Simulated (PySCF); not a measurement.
# C4H10FNSi: electronic excitations

Aim: predict the electronic excitations of C4H10FNSi (`F[SiH2]N1CCCC1`).

The runs use PySCF 2.14.0, with density-fitted response routines of our own; the level of theory stands in each step. All values are computed, except where a source is named. Atoms count from 0, in the outputs and in this text.

## 1. The molecule as given

17 atoms, charge 0, multiplicity 1; geometry from: GFN2-xTB.

Bonds of the start (Å): F0–Si1 1.61, Si1–N2 1.70, N2–C3 1.45, C3–C4 1.52, C4–C5 1.53, C5–C6 1.53, C6–N2 1.45, Si1–H7 1.46, Si1–H8 1.46, C3–H9 1.10, C3–H10 1.09, C4–H11 1.09, C4–H12 1.09, C5–H13 1.09, C5–H14 1.09, C6–H15 1.09, C6–H16 1.10.

## 2. TDDFT and polarisability: PBE0/def2-SVPD

The job: settings as JSON, then the geometry in Å.

```
{"job": {"kind": "uv", "xc": "PBE0", "basis": "def2-SVPD", "nstates": 8, "ntriplets": 3}, "charge": 0, "multiplicity": 1}
F      2.434909     2.054646     0.193678
Si     2.302721     0.465057    -0.019624
N      0.628258     0.160271    -0.076037
C     -0.396571     0.973236     0.558073
C     -1.704421     0.412361     0.011885
C     -1.398118    -1.081297    -0.060500
C      0.059988    -1.101734    -0.521886
H      2.907780     0.151530    -1.306002
H      3.027317    -0.097687     1.120592
H     -0.367588     0.865593     1.650807
H     -0.244062     2.025030     0.314521
H     -2.555948     0.642248     0.649124
H     -1.890593     0.805479    -0.987937
H     -2.053543    -1.618603    -0.743233
H     -1.486016    -1.526781     0.931636
H      0.608612    -1.953604    -0.109630
H      0.120279    -1.163713    -1.615376
```

Method: TDDFT PBE0/def2-SVPD, vertical, gas phase, core orbitals frozen in the response.

On the command line:

```console
OMP_NUM_THREADS=1 python probes_run.py task.json out
```

One launch serves the whole session: the jobs run in the order shown.

Output:

```text
coarse grid: 14320 points
cycle   1  E = -601.6886888635  dE =  7.318e-01  |g| = 5.688e-01  |ddm| = 6.147e+00
cycle   2  E = -601.6224285890  dE =  6.626e-02  |g| = 8.470e-01  |ddm| = 1.560e+00
cycle   3  E = -601.7543099295  dE = -1.319e-01  |g| = 4.963e-02  |ddm| = 8.551e-01
cycle   4  E = -601.7546756927  dE = -3.658e-04  |g| = 2.445e-02  |ddm| = 1.215e-01
cycle   5  E = -601.7548108077  dE = -1.351e-04  |g| = 6.561e-03  |ddm| = 4.495e-02
cycle   6  E = -601.7548203332  dE = -9.525e-06  |g| = 1.184e-03  |ddm| = 1.753e-02
final grid: 133080 points
cycle   7  E = -601.8292326524  dE = -3.097e-05  |g| = 8.859e-03  |ddm| = 1.268e-01
cycle   8  E = -601.8292146700  dE =  1.798e-05  |g| = 1.240e-02  |ddm| = 2.959e-02
cycle   9  E = -601.8292526515  dE = -3.798e-05  |g| = 1.015e-03  |ddm| = 1.823e-02
cycle  10  E = -601.8292528559  dE = -2.044e-07  |g| = 2.506e-04  |ddm| = 1.595e-03
cycle  11  E = -601.8292528689  dE = -1.292e-08  |g| = 3.813e-05  |ddm| = 5.408e-04
cycle  12  E = -601.8292528692  dE = -3.181e-10  |g| = 1.341e-05  |ddm| = 1.473e-04
converged SCF energy = -601.8292528692

Static polarisability (au): isotropic 77.207, principal 67.249 75.720 88.652

Singlet excitations
state   eV       nm        f      main configurations
  1   5.2470    236.3   0.00925   H->L 0.99
  2   5.6875    218.0   0.00986   H->L+1 0.95
  3   6.5163    190.3   0.00103   H->L+3 0.48, H->L+2 0.44
  4   6.6101    187.6   0.02622   H->L+2 0.49, H->L+3 0.48
  5   6.7133    184.7   0.01693   H->L+4 0.90
  6   6.9294    178.9   0.00180   H->L+5 0.93
  7   7.4856    165.6   0.00351   H->L+6 0.96
  8   7.8251    158.4   0.03955   H->L+8 0.67, H->L+7 0.31

Triplet excitations (Tamm-Dancoff, eV): 5.0627 5.5654 6.3368
```

Wall time 33 s (1 thread of Arm Neoverse V2, shared host); peak memory 0.85 GiB.

Frontier orbitals and where they lie:

```tsv
orbital	eV	atoms
HOMO−3	-9.78	C4 23 %, C3 19 %, C5 18 %
HOMO−2	-9.52	Si1 24 %, H7 17 %, H8 13 %
HOMO−1	-9.44	C5 16 %, C4 14 %, H14 10 %
HOMO	-6.34	N2 52 %, C3 9 %, C6 9 %
LUMO	0.29	Si1 38 %, H7 14 %, H8 13 %
LUMO+1	0.57	Si1 16 %, C5 11 %, C6 10 %
LUMO+2	1.26	Si1 26 %, H7 9 %, C4 9 %
```

With each of the 8 states as a Gaussian band of 0.4 eV half-width at 1/e, the curve within the window shown has maxima at 226 nm (ε 570), 187 nm (ε 1,800), 159 nm (ε 1,700) L/(mol cm). Beyond the last state computed it falls off for lack of states. The curve at chosen wavelengths:

| nm | ε (L/mol/cm) |
| --- | --- |
| 153 | 923 |
| 158 | 1641 |
| 162 | 1504 |
| 167 | 834 |
| 171 | 544 |
| 176 | 780 |
| 180 | 1280 |
| 185 | 1767 |
| 189 | 1738 |
| 194 | 1260 |
| 199 | 718 |
| 203 | 456 |
| 208 | 367 |
| 212 | 409 |
| 217 | 496 |
| 221 | 548 |
| 226 | 572 |
| 231 | 556 |
| 235 | 516 |
| 240 | 440 |
| 244 | 364 |
| 249 | 264 |
| 253 | 192 |
| 258 | 119 |
| 262 | 76 |
| 267 | 41 |

Further results of this job:

```tsv
property	computed
dipole moment (D)	2.45
polarisability (Å³)	11.44
HOMO–LUMO gap (eV)	6.63
−ε(HOMO) (eV)	6.34
```

## 3. Outcome

| quantity | value |
| --- | --- |
| lowest singlet (PBE0/def2-SVPD) | 5.25 eV (236 nm), f = 0.009 |
| brightest single state of those computed | state 8, 7.83 eV, f = 0.040 |
| lowest triplet | 5.06 eV |

What this shows: The first singlet state (HOMO→LUMO 0.99) lies at 5.25 eV and is weak; of the 8 states computed, the strongest absorption comes from state 8 at 7.83 eV (the last computed, so partners may be missing). The lowest triplet lies 0.18 eV below the lowest singlet (triplets in Tamm-Dancoff, singlets in full TDDFT). States above −ε(HOMO) lie where TDDFT describes them poorly and they hang on the basis; the brightest is among them.
